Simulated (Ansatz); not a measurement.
# C3H8OSi: the cost of one run

Program: Ansatz 0.2.0. Level of theory: RKS PBE/STO-3G. These are calculated values, not measurements.

**1. The system as given**

Bond lengths: C1–C2 1.280 Å, C2–O3 1.362 Å, C2–Si4 1.931 Å, Si4–C5 1.816 Å, C1–H6 1.141 Å, C1–H7 1.088 Å, O3–H8 0.924 Å, Si4–H9 1.469 Å, Si4–H10 1.500 Å, C5–H11 1.059 Å, C5–H12 1.069 Å, C5–H13 1.070 Å. Angles (14 of 19 angles, heavy atoms first): C1–C2–O3 119.2°, C1–C2–Si4 125.0°, O3–C2–Si4 115.8°, C2–Si4–C5 111.5°, C2–C1–H6 123.1°, C2–C1–H7 124.7°, C2–O3–H8 112.5°, C2–Si4–H9 107.0°, C2–Si4–H10 104.2°, C5–Si4–H9 114.7°, C5–Si4–H10 109.9°, Si4–C5–H11 109.9°, Si4–C5–H12 113.8°, Si4–C5–H13 107.2°.

Structure file:

```xyz
13

C    -2.0140    0.4904    0.5134
C    -0.7683    0.2236    0.6400
O    -0.3187   -0.3058    1.8116
Si    0.5672    0.4972   -0.7276
C     1.7600   -0.8711   -0.7773
H    -2.4570    0.9718   -0.4218
H    -2.7535    0.3828    1.3043
H    -0.9822   -0.3626    2.4525
H     1.1598    1.8202   -0.4920
H    -0.2179    0.5375   -2.0049
H     2.4661   -0.7060   -1.5489
H     1.3088   -1.8327   -0.8978
H     2.2702   -0.8799    0.1632
```

**2. Relaxing the start**

Contents of input.yaml:

```yaml
crystal:
  periodic: [false, false, false]
  atoms:
    - { symbol: C, position_ang: [-2.014, 0.4904, 0.5134] }
    - { symbol: C, position_ang: [-0.7683, 0.2236, 0.64] }
    - { symbol: O, position_ang: [-0.3187, -0.3058, 1.8116] }
    - { symbol: Si, position_ang: [0.5672, 0.4972, -0.7276] }
    - { symbol: C, position_ang: [1.76, -0.8711, -0.7773] }
    - { symbol: H, position_ang: [-2.457, 0.9718, -0.4218] }
    - { symbol: H, position_ang: [-2.7535, 0.3828, 1.3043] }
    - { symbol: H, position_ang: [-0.9822, -0.3626, 2.4525] }
    - { symbol: H, position_ang: [1.1598, 1.8202, -0.492] }
    - { symbol: H, position_ang: [-0.2179, 0.5375, -2.0049] }
    - { symbol: H, position_ang: [2.4661, -0.706, -1.5489] }
    - { symbol: H, position_ang: [1.3088, -1.8327, -0.8978] }
    - { symbol: H, position_ang: [2.2702, -0.8799, 0.1632] }
basis:
  gaussian: { orbitals: STO-3G }
hamiltonian:
  xc: pbe
relax:
  f_tol: 0.02
  max_steps: 40
scf:
  lower_state_search: "off"
```

On the command line:

```
$ ansatz run input.yaml --threads 1 --pin off --max-ram 2048MiB --backend cpu --events-out ev --progress --plain --runs-dir out
```

Q: Estimate wall time and peak memory on 1 thread of Arm Neoverse V1, shared host.

About 30 s, with a peak of 0.11 GiB.
